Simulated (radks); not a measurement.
**Kr⁺ in [Ar] 3d10 4s1 4p5 5s1: an all-electron calculation**

The task here is to estimate one member of a computed series from the others.

Program: radks (a radial shooting solver on a logarithmic mesh, Libxc functionals) version 1. Level of theory: Dirac Kohn-Sham, PBE, spin-unpolarised, spherical densities, finite nucleus; open shells are shared between the two j in proportion to 2j + 1. These are calculated values, not measurements, unless marked.

**What is computed**

* element: krypton (Z = 36)
* charge: +1
* electrons: 35
* configuration: [Ar] 3d10 4s1 4p5 5s1
* nuclear rms radius: 4.1884 fm

The outer shells:

Kr⁺
```
[Ar] core
3d [↑↓][↑↓][↑↓][↑↓][↑↓]
4s [↑ ]
4p [↑↓][↑↓][↑ ]
5s [↑ ]
```

The first run:

Input:

```text
Z 36
configuration [Ar] 3d10 4s1 4p5 5s1 4d0 5p0 6s0 4f0
relativity Dirac
functional pbe,pbe
spin unpolarised
j_filling average
nucleus finite rms 4.1884 fm
c 137.035999084
```

Launch:

```sh
$ python run_ks.py task.json out
```

This one command runs every case of the session in turn.

One table of the session follows, with a row left open; its other results are not shown here.

It belongs to the step «Orbitals and density». Radial moments (bohr):

```
level      <r>  outermost maximum (interpolated)  90 % within  nodes
1s1/2  0.04149                            0.0271       0.0742      0
2s1/2   0.1832                             0.154        0.284      1
2p1/2   0.1573                             0.121        0.257      0
2p3/2   0.1613                             0.124        0.263      0
3s1/2   0.5299                             0.467        0.788      2
3p1/2   0.5331                             0.457        0.813      1
3p3/2   0.5435                             0.466        0.828      1
3d3/2   0.5519                             0.410        0.903      0
3d5/2   0.5558                             0.412        0.909      0
4s1/2    1.500                              1.31         2.20      3
4p1/2        ?                                 ?            ?      ?
4p3/2    1.754                              1.49         2.63      2
5s1/2    4.151                              3.70         6.02      4
4d3/2    3.071                              2.28         4.94      1
4d5/2    3.091                              2.30         4.97      1
5p1/2    5.115                              4.53         7.44      3
5p3/2    5.184                              4.60         7.53      3
```

**Question.** Estimate the row for 4p1/2.

**Answer.** <r>: 1.722; outermost maximum (interpolated): 1.46; 90 % within: 2.58; nodes: 2. In the column «<r>» it lies between 4s1/2 (1.500) and 4p3/2 (1.754).
